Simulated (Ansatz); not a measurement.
# F₂H₉NO₃Si₂: search for a transition state

Is there a first-order saddle for this ligand exchange through a proton shuttle, which should form Si1–N8, H7–O10, O2–H9 and break Si1–O2, H7–N8, H9–O10, and which two structures does it connect?

The runs use Ansatz 0.2.0, Gaussian basis; PBE0-D4, def2-SVP first, then def2-TZVP.

52 further runs of the same task are left out: 52 set aside as unsound or not needed.

## 1. Where the work starts

The guess: 17 atoms, charge 0, spin multiplicity 1.

Atoms are counted from 1 here; the program's logs count them from 0.

Bond lengths: Si1–F4 1.592 Å, Si1–F5 1.634 Å, Si1–O6 1.608 Å, O2–Si3 1.622 Å, Si3–H11 1.468 Å, Si3–H12 1.465 Å, Si3–H13 1.461 Å, O6–H14 0.956 Å, N8–H15 1.009 Å, N8–H16 1.009 Å, O10–H17 0.958 Å. Angles: F4–Si1–F5 93.9°, F4–Si1–O6 125.4°, F5–Si1–O6 100.7°, O2–Si3–H11 104.5°, O2–Si3–H12 107.4°, O2–Si3–H13 110.5°, H11–Si3–H12 111.8°, H11–Si3–H13 110.8°, H12–Si3–H13 111.5°, Si1–O6–H14 117.7°, H15–N8–H16 109.2°.

As a file:

```xyz
17

Si   -0.1994    0.7770    1.1287
O    -0.2759    0.1534   -0.8381
Si   -1.2215    0.6472   -2.0593
F    -0.2659    2.2681    0.5747
F     0.1224    1.2417    2.6617
O    -1.4650   -0.1859    1.3682
H     1.5601   -1.2275    0.2366
N     1.6742   -0.2095    1.1005
H     0.3840   -0.9328   -0.9476
O     1.1245   -1.9454   -0.7250
H    -1.6126   -0.5906   -2.7440
H    -0.4113    1.5130   -2.9193
H    -2.3957    1.3500   -1.5465
H    -1.8294   -0.2309    2.2512
H     1.9226   -0.4839    2.0396
H     2.3664    0.4343    0.7490
H     0.5227   -2.5783   -0.3303
```

Distances that are to change: Si1–N8 2.12 Å, H7–O10 1.28 Å, O2–H9 1.28 Å, Si1–O2 2.06 Å, H7–N8 1.34 Å, H9–O10 1.27 Å.

## 2. Relaxing the guess with the reacting distances held

Contents of hold/in.yaml:

```yaml
crystal:
  periodic: [false, false, false]
  atoms:
    - {symbol: Si, position_ang: [-0.199400, 0.777000, 1.128700]}
    - {symbol: O, position_ang: [-0.275900, 0.153400, -0.838100]}
    - {symbol: Si, position_ang: [-1.221500, 0.647200, -2.059300]}
    - {symbol: F, position_ang: [-0.265900, 2.268100, 0.574700]}
    - {symbol: F, position_ang: [0.122400, 1.241700, 2.661700]}
    - {symbol: O, position_ang: [-1.465000, -0.185900, 1.368200]}
    - {symbol: H, position_ang: [1.560100, -1.227500, 0.236600]}
    - {symbol: N, position_ang: [1.674200, -0.209500, 1.100500]}
    - {symbol: H, position_ang: [0.384000, -0.932800, -0.947600]}
    - {symbol: O, position_ang: [1.124500, -1.945400, -0.725000]}
    - {symbol: H, position_ang: [-1.612600, -0.590600, -2.744000]}
    - {symbol: H, position_ang: [-0.411300, 1.513000, -2.919300]}
    - {symbol: H, position_ang: [-2.395700, 1.350000, -1.546500]}
    - {symbol: H, position_ang: [-1.829400, -0.230900, 2.251200]}
    - {symbol: H, position_ang: [1.922600, -0.483900, 2.039600]}
    - {symbol: H, position_ang: [2.366400, 0.434300, 0.749000]}
    - {symbol: H, position_ang: [0.522700, -2.578300, -0.330300]}
basis:
  gaussian: {orbitals: def2-SVP}
hamiltonian: {xc: pbe0, dispersion: d4}
relax: {f_tol: 0.08, max_steps: 120, escape_saddle: false, constraints: [{distance: [0, 7]}, {distance: [6, 9]}, {distance: [1, 8]}, {distance: [0, 1]}, {distance: [6, 7]}, {distance: [8, 9]}]}
```

The run is started by

```
ansatz run in.yaml --threads 2 --pin off --events-out ev --progress --plain --max-ram 32768MiB --backend cpu
```

After this run come: Force constants to start from; Saddle search in the small basis; Saddle search in triple zeta; Checking the order of the point; Relaxing after a step of 0.30 Å one way along the mode; Relaxing after a step of 0.30 Å the other way along the mode.

Before running it: what results should come out? Wanted: imaginary mode; barrier from the start side; barrier from the end side; energy of the step; pairs that change; zero-point energy at the saddle.

The runs gave:

| quantity | value |
| --- | --- |
| imaginary mode | 1004i cm⁻¹ |
| barrier from the start side | 0.621 eV |
| barrier from the end side | 0.267 eV |
| energy of the step | +0.354 eV |
| pairs that change | O2–H9 formed, H7–O10 formed, Si1–O2 loosened, H7–N8 broken, H9–O10 broken |
| zero-point energy at the saddle | 3.042 eV |

In words: The point has a single imaginary mode (1004i cm⁻¹), as a transition state must. It joins the planned start and end. A bond meant to break is only loosened at the end: the products stay bound as an adduct. At PBE0-D4/def2-TZVP the electronic barrier is 0.621 eV, about 24 kT at 298 K, and the step runs 0.354 eV uphill. The barrier is thin enough for tunnelling; the leading (Wigner) term alone is a factor of 2.0 at 298 K. A step off the saddle overshot and began above it in energy, so the link to its end is likely but not proven. The ends are the nearest minima, not always the lowest complexes.
